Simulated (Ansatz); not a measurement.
# BaSrAl4: the cost of one run

Method: DFT PBE, scalar-relativistic, plane waves, PAW, in Ansatz 0.2.0.

2 further runs of the same task are left out: 1 that didn't finish, 1 set aside as unsound or not needed.

## (1) Starting point

The structure is cubic, space group F-43m (No. 216). Conventional cell: a = 8.212 Å, b = 8.212 Å, c = 8.212 Å, α = 90.00°, β = 90.00°, γ = 90.00°. Ba (site symmetry -43m) has 12 Al at 3.40 Å and 4 Sr at 3.56 Å as nearest neighbours. Around Sr (site symmetry -43m) lie 12 Al at 3.40 Å and 4 Ba at 3.56 Å. Around Al (site symmetry 3m) lie 6 Al at 2.90 to 2.91 Å.

As a file:

```xyz
6
Lattice="0.0000 4.1058 4.1058 4.1058 0.0000 4.1058 4.1058 4.1058 0.0000" Properties=species:S:1:pos:R:3 pbc="T T T"
Ba    6.1587    6.1587    6.1587
Sr    0.0000    0.0000    0.0000
Al    3.0802    5.1314    5.1314
Al    3.0802    3.0802    3.0802
Al    5.1314    3.0802    5.1314
Al    5.1314    5.1314    3.0802
```

Recipe of the guess: species swapped into a database cell of LaGdAl4 (F-43m, No. 216), with Sr on the La sites and Ba on the Gd sites. Lengths come from tabulated atomic sizes and are only a guess.

## (2) The guess as it stands, on a coarse mesh

The input, input.yaml:

```yaml
crystal:
  lattice:
    - [0.0, 4.10580644, 4.10580644]
    - [4.10580644, 0.0, 4.10580644]
    - [4.10580644, 4.10580644, 0.0]
  atoms:
    - { symbol: Ba, position: [0.75, 0.75, 0.75] }
    - { symbol: Sr, position: [0.0, 0.0, 0.0] }
    - { symbol: Al, position: [0.87469798, 0.37510067, 0.37510067] }
    - { symbol: Al, position: [0.37510067, 0.37510067, 0.37510067] }
    - { symbol: Al, position: [0.37510067, 0.87469798, 0.37510067] }
    - { symbol: Al, position: [0.37510067, 0.37510067, 0.87469798] }
basis:
  ecutwfc: 420
kpoints:
  mp_grid: { grid: [4, 4, 4] }
hamiltonian:
  xc: pbe
scf:
  occupations: { method: gaussian, width: 0.1 }
  lower_state_search: "off"
output:
  forces: true
  stress: true
  eigenvalues: true
```

On the command line:

```bash
$ ansatz run input.yaml --threads 1 --pin off --max-ram 2048MiB --backend cpu --events-out ev --progress --plain --runs-dir out
```

Q: Estimate wall time and peak memory on 1 thread of Intel Xeon Platinum 8488C (Sapphire Rapids), shared host.

About 3.5 s, with a peak of 0.4 GiB.
